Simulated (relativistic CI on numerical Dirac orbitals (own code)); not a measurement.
# Ba VI (Ba⁵⁺): levels and lines

Aim: the low levels of Ba⁵⁺, their labels and the strongest lines; further runs change one setting each. Configuration energies are shifted onto measured levels.

Program: relativistic CI on numerical Dirac orbitals (own code) version 4. Level of theory: Dirac-Coulomb-Breit CI, KLI orbitals optimised for each configuration, model QED (radiative potential, 1s self-energy scaled to tabulated hydrogen-like ionisation energies), valence Slater integrals scaled by 0.9, configuration energies shifted to the measured levels that pair with them (semi-empirical). These are calculated values, not measurements, unless marked.

### 1 What is computed

* ion: Ba⁵⁺ (Ba VI)
* nuclear charge: 56
* electrons: 51
* isotope: A = 138
* first configuration typed: [Kr] 4d10 5s2 5p3

The outer shells:

first configuration typed
```
[Kr] core
4d [↑↓][↑↓][↑↓][↑↓][↑↓]
5s [↑↓]
5p [↑ ][↑ ][↑ ]
```

### 2 CI with the chosen configurations

Settings, as recorded:

```ini
atom Ba  Z=56  charge=5  electrons=51
nucleus A=138  rms_radius_fm=4.8378
hamiltonian dirac-coulomb  breit=on  qed=on  c_scale=1
orbitals kli  potential=per-configuration
slater_scale 0.9
correlation fit
mixing on
configurations
  [Kr] 4d10 5s2 5p3
  [Kr] 4d10 5s 5p4
  [Kr] 4d10 5s2 5p2 5d
  [Kr] 4d10 5s2 5p2 6s
  [Kr] 4d10 5p5
  [Kr] 4d10 4f2 5s2 5p
  [Kr] 4d10 4f 5s2 5p2
  [Kr] 4d10 5s2 5p 5d2
  [Kr] 4d10 5s 5p3 5d
  [Kr] 4d10 5s2 5p2 5f
  [Kr] 4d10 5s2 5p2 5g
  [Kr] 4d10 4f 5s2 5p 5d
  [Kr] 4d10 4f2 5p3
  [Kr] 4d10 5s2 5p2 6p
  [Kr] 4d10 4f 5s 5p3
  [Kr] 4d10 5s 5p3 5f
  [Kr] 4d10 5p3 5d2
  [Kr] 4d10 5s2 5p 5f2
  [Kr] 4d10 4f 5p4
  [Kr] 4d10 4f2 5s 5p2
  [Kr] 4d10 5s 5p3 5g
  [Kr] 4d10 4f 5s 5p2 5d
  [Kr] 4d10 5s2 5p2 6d
  [Kr] 4d10 5p4 5d
  [Kr] 4d10 5s2 5p2 7s
  [Kr] 4d10 4f 5s2 5p 5f
  [Kr] 4d10 5s2 5p 5d 5f
  [Kr] 4d10 5s 5p2 5d2
  [Kr] 4d10 5s 5p3 6s
  [Kr] 4d10 5s2 5p 5g2
end
```

Started as:

```bash
$ python run_levels.py task.json out
```

task.json lists these runs, among others, and the program works through them in turn.

### 4 Slater integrals scaled by 0.8

Changes to the settings of step 2:

```diff
@@ -4,3 +4,3 @@
 orbitals kli  potential=per-configuration
-slater_scale 0.9
+slater_scale 0.8
 correlation fit
```

### 5 Slater integrals scaled by 1

Changes to the settings of step 4:

```diff
@@ -4,3 +4,3 @@
 orbitals kli  potential=per-configuration
-slater_scale 0.8
+slater_scale 1
 correlation fit
```

(Steps that only read results are left out.)

What does the calculation give? Wanted: lowest level; first excitation; lowest level of the other parity; fastest E1 line; mean error of paired levels.

The runs gave:

| run | time | mean size of shift, levels followed (cm⁻¹) | lowest level | mean error to measured (cm⁻¹) |
| --- | --- | --- | --- | --- |
| main run | 8.4 s | 0 | 5p3 4S°3/2 | 1585 |
| Slater integrals scaled by 0.8 | 12 s | 3048 | 5p3 4S°3/2 | - |
| Slater integrals scaled by 1 | 16 s | 2854 | 5p3 4S°3/2 | 2797 |

```
                                                                         quantity                        value
                                                                     lowest level                   5p3 4S°3/2
                                                                 first excitation     5p3 2D°3/2, 17346.9 cm⁻¹
                                                 lowest level of the other parity    5s 5p4 4P5/2, 114011 cm⁻¹
                                                              levels in the model                         2678
fastest E1 line (by rate) to the lowest level among the lowest 400 of 2678 levels  46.49 nm, from 5p2 5d 4P5/2
                                                      mean error of paired levels            1585 cm⁻¹ over 21
```

What this shows: The lowest level is 5p3 4S°3/2, 72 % pure in LS and 71 % in jj coupling; over the low levels the means are 71 and 76 %, so they are in intermediate coupling. Of the changes tried, the run «Slater integrals scaled by 0.8» moves the low levels most, by 3048 cm⁻¹ on average. No change brings the levels clearly nearer the measured ones. This rung is semi-empirical: its configuration shifts come from the measured levels. Lifetimes count radiative decay inside the model alone.
